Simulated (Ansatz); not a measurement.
CaMg, space group P4/mmm: an equation of state with a fit, run with Ansatz 0.2.0 through its Python package.

`run_eos.py`
```python
"""Equation of state of CaMg."""

import warnings

import ansatz as az
import numpy as np
from scipy.optimize import curve_fit

VECTORS = np.array([
    [4.027372, 0.0, 0.0],
    [0.0, 4.027372, 0.0],
    [0.0, 0.0, 3.861624],
])
SITES = [
    ("Ca", [0.0, 0.0, 0.5]),
    ("Mg", [0.5, 0.5, 0.0]),
]


def on_lattice(cell):
    crystal = az.Crystal(lattice=az.Lattice.of(cell))
    for symbol, position in SITES:
        crystal = crystal.atom(symbol, position)
    return crystal

def vinet(v, e0, v0, b0, b1):
    eta = (v / v0) ** (1 / 3)
    return e0 + 2 * b0 * v0 / (b1 - 1) ** 2 * (2 - (5 + 3 * b1 * (eta - 1) - 3 * eta) * np.exp(-1.5 * (b1 - 1) * (eta - 1)))


def main() -> None:
    warnings.simplefilter("ignore", az.DeckWarning)

    # scale the volume, keep shape and fractions
    volumes, energies, pressures = [], [], []
    for scale in np.linspace(0.92, 1.08, 7):
        cell = VECTORS * scale ** (1 / 3)
        setup = (
            on_lattice(cell).calculation()
            .functional("r2scan")
            .basis(41 * az.Ry)
            .occupations(az.OccupationsMethod.COLD)
            .kpoints(6, 6, 6)
            .stress()
        )
        r = setup.run(threads=1, pin="off").report
        volumes.append(abs(np.linalg.det(cell)) / len(SITES))
        energies.append(r["free_energy_ev"] / len(SITES))
        pressures.append(np.trace(r["stress_gpa"]) / 3)
        print(f"V = {volumes[-1]:8.4f} A^3/atom  F = {energies[-1]:.5f} eV/atom  P = {pressures[-1]:8.3f} GPa")

    guess = (min(energies), volumes[int(np.argmin(energies))], 0.5, 4.5)
    (e0, v0, b0, b1), _ = curve_fit(vinet, np.array(volumes), np.array(energies), p0=guess, maxfev=20000)
    print(f"Vinet fit: V0 = {v0:.4f} A^3/atom, B0 = {160.21766 * b0:.1f} GPa, B1 = {b1:.2f}")
    print("largest residual", round(1000 * float(np.abs(vinet(np.array(volumes), e0, v0, b0, b1) - energies).max()), 3), "meV/atom")


if __name__ == "__main__":
    main()
```

Its results, one of them left out:

| V (Å³/atom) | F less the lowest row shown (meV/atom) |
| --- | --- |
| 28.812 | 22.30 |
| 29.647 | 10.24 |
| 30.482 | 2.99 |
| 31.317 | 0.00 |
| 32.152 | 0.79 |
| 32.987 | ? |
| 33.823 | 12.03 |

What is the missing energy at 32.987 Å³ an atom?

A third-order Birch-Murnaghan fit, E = E0 + (9 V0 B0 / 16) [(t - 1)³ B' + (t - 1)² (6 - 4t)] with t = (V0/V)^(2/3), through the 6 rows shown gives V0 = 31.548 Å³, B0 = 26.4 GPa, B' = 3.54 and E0 = -0.14 meV. At V = 32.987 Å³, t = 0.97069, and the fit interpolates to 4.93 meV. The run gave 4.93 meV, a miss of 0.00 meV.

Shape and fractional positions are held along the curve, so the bulk modulus is an upper value where they are free to relax. For a metal this k-point mesh is coarse: on a finer one energies can move by several to tens of meV an atom and pressures by half a GPa or more, differences at one mesh by less. Pressure is positive in compression. This cell is a computed structure, which may not be the phase found in nature. Wall time of the script: 32 s on 1 thread of Arm Neoverse V2, on a shared host, peak memory 0.6 GiB.
